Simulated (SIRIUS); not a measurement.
Runs of SIRIUS 7.10.0 on GeN. Symmetry: Cmmm, No. 65, orthorhombic system. The conventional cell has a = 5.136 Å, b = 6.148 Å, c = 3.113 Å, α = 90.00°, β = 90.00°, γ = 90.00°. Around Ge (site symmetry 2/m) lie 4 N at 2.26 Å and 2 Ge at 2.57 Å. Around N (site symmetry 2mm) lie 1 N at 1.42 Å. The cell was built by a generator and needn't be a form met in nature.

| level | libxc names | gap on the mesh (eV) | pressure (GPa) | largest force (eV/Å) |
| --- | --- | --- | --- | --- |
| PW91 | ["XC_GGA_X_PW91", "XC_GGA_C_PW91"] | none | -0.4 | 0.28 |
| PBE | ["XC_GGA_X_PBE", "XC_GGA_C_PBE"] | none | (c) | 0.25 |
| LDA-PZ | ["XC_LDA_X", "XC_LDA_C_PZ"] | none | (a) | 0.07 |
| mPWLYP | ["XC_GGA_X_MPW91", "XC_GGA_C_LYP"] | none | 6.9 | 0.54 |
| RPBE | ["XC_GGA_X_RPBE", "XC_GGA_C_PBE"] | none | (b) | 0.35 |
| BLYP | ["XC_GGA_X_B88", "XC_GGA_C_LYP"] | none | 7.0 | 0.54 |
| LDA | ["XC_LDA_X", "XC_LDA_C_PW"] | none | -8.8 | 0.10 |
| AM05 | ["XC_GGA_X_AM05", "XC_GGA_C_AM05"] | none | -6.0 | 0.02 |

Alike in all rows: task single point; potentials or basis PseudoDojo 0.4.1 PBE standard (scalar relativistic); no spin polarisation; cell as given; k mesh 3 × 3 × 4; cutoff (eV) 1152; smearing fermi-dirac 0.05 eV; the mesh is coarse, so values aren't converged.

Question: Estimate the missing entries.

Answer: (a) -8.6; (b) 2.3; (c) -0.5.

Caveats: all runs use coarse meshes; the potentials were made for another functional, which shifts forces and pressure (some runs).

A k mesh can miss the band edges, and the runs leave out spin-orbit coupling on Ge.

A gap of «none» marks a metal or a gap under the smearing width.
